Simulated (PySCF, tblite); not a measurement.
# C₆H₁₃FN₂Si: geometry, infrared bands and NMR shifts

Aim: predict the infrared bands and NMR shifts of C₆H₁₃FN₂Si (`C/N=C\[C@@H]1CC[C@@H]1N[SiH2]F`).

Programs: tblite 0.8.0 and PySCF 2.14.0, with density-fitted response routines of our own. Each step states its level of theory. These are calculated values for one molecule in the gas phase, unless marked as measured. Atoms are numbered from 0 throughout.

## 1. Starting geometry

23 atoms, charge 0, multiplicity 1; geometry from: force field or distance geometry start.

Bonds of the start (Å): C0–N1 1.41, N1–C2 1.30, C2–C3 1.48, C3–C4 1.54, C4–C5 1.51, C5–C6 1.50, C6–N7 1.44, N7–Si8 1.80, Si8–F9 1.67, C6–C3 1.49, C0–H10 1.11, C0–H11 1.09, C0–H12 1.14, C2–H13 1.08, C3–H14 1.10, C4–H15 1.08, C4–H16 1.11, C5–H17 1.11, C5–H18 1.12, C6–H19 1.12, N7–H20 1.07, Si8–H21 1.48, Si8–H22 1.47.

## 2. Relaxing the molecule with GFN2-xTB

What the job is given:

```
{"job": {"kind": "relax", "xc": "GFN2-xTB", "basis": "xTB"}, "charge": 0, "multiplicity": 1}
C     -2.759500     1.222200    -0.212700
N     -2.409100     0.468400     0.923600
C     -1.485500    -0.438900     0.863600
C     -0.749700    -0.766900    -0.373000
C     -0.080500    -2.138000    -0.131800
C      1.174700    -1.391100     0.243200
C      0.632300    -0.222800    -0.532900
N      0.930400     1.068600     0.039100
Si     2.636300     1.557800    -0.260300
F      3.613400     0.256700    -0.616300
H     -3.007300     0.622300    -1.110400
H     -2.064000     2.007000    -0.491400
H     -3.729500     1.743700     0.084600
H     -1.272600    -0.973600     1.782100
H     -1.373500    -0.859100    -1.275900
H      0.031500    -2.759200    -1.009900
H     -0.501200    -2.653300     0.760400
H      1.248700    -1.173400     1.328500
H      2.118300    -1.826100    -0.187500
H      1.004000    -0.314600    -1.584900
H      0.342200     1.765800    -0.521200
H      3.049800     2.258000     0.975000
H      2.646100     2.573400    -1.322600
```

The run is started by

```console
$ OMP_NUM_THREADS=1 python probes_run.py task.json out
```

The driver reads the jobs from task.json and runs them one after another.

**Question.** This job is followed by: GFN2-xTB harmonic vibrations, gas phase; GIAO PBE0/pcSseg-1 NMR shielding, non-relativistic, gas phase. What will the session give for the following? strongest single infrared mode (GFN2-xTB); zero-point energy (GFN2-xTB); ¹³C shifts against TMS (PBE0/pcSseg-1); ¹H shifts against TMS (PBE0/pcSseg-1, means over atoms taken as alike); ¹⁵N shifts against NH3 (PBE0/pcSseg-1); ²⁹Si shifts against TMS (PBE0/pcSseg-1); ¹⁹F shifts against CFCl3 (PBE0/pcSseg-1); surface potential, 1st and 99th percentile.

As calculated:

| quantity | value |
| --- | --- |
| strongest single infrared mode (GFN2-xTB) | 2277 cm⁻¹, 308 km/mol |
| zero-point energy (GFN2-xTB) | 115.1 kcal/mol |
| ¹³C shifts against TMS (PBE0/pcSseg-1) | 171.3, 48.2, 44.6, 42.5, 36.5, 19.1 ppm |
| ¹H shifts against TMS (PBE0/pcSseg-1, means over atoms taken as alike) | 7.80, 5.29, 5.02, 3.81, 3.57, 3.35, 2.69, 2.02, 1.77, 1.75, 0.22 ppm |
| ¹⁵N shifts against NH3 (PBE0/pcSseg-1) | 395.4, 61.9 ppm |
| ²⁹Si shifts against TMS (PBE0/pcSseg-1) | -18.8 ppm |
| ¹⁹F shifts against CFCl3 (PBE0/pcSseg-1) | -211.3 ppm |
| surface potential, 1st and 99th percentile | -1.61 V and 1.64 V |

In words: Relaxing lowered the energy by 1.304 eV in 248 steps; the close pair that moved most is N7–Si8, from 1.800 to 1.711 Å. All 63 modes are real, so the xTB geometry is a minimum. The strongest single mode, at 2277 cm⁻¹, moves mainly H22. GFN2-xTB is a fitted tight-binding method: band positions and strengths are rough. Its intensities can rank the bands wrongly. At PBE0/pcSseg-1: Shielding is most anisotropic at N1 (span 791 ppm, paramagnetic term -455 ppm).
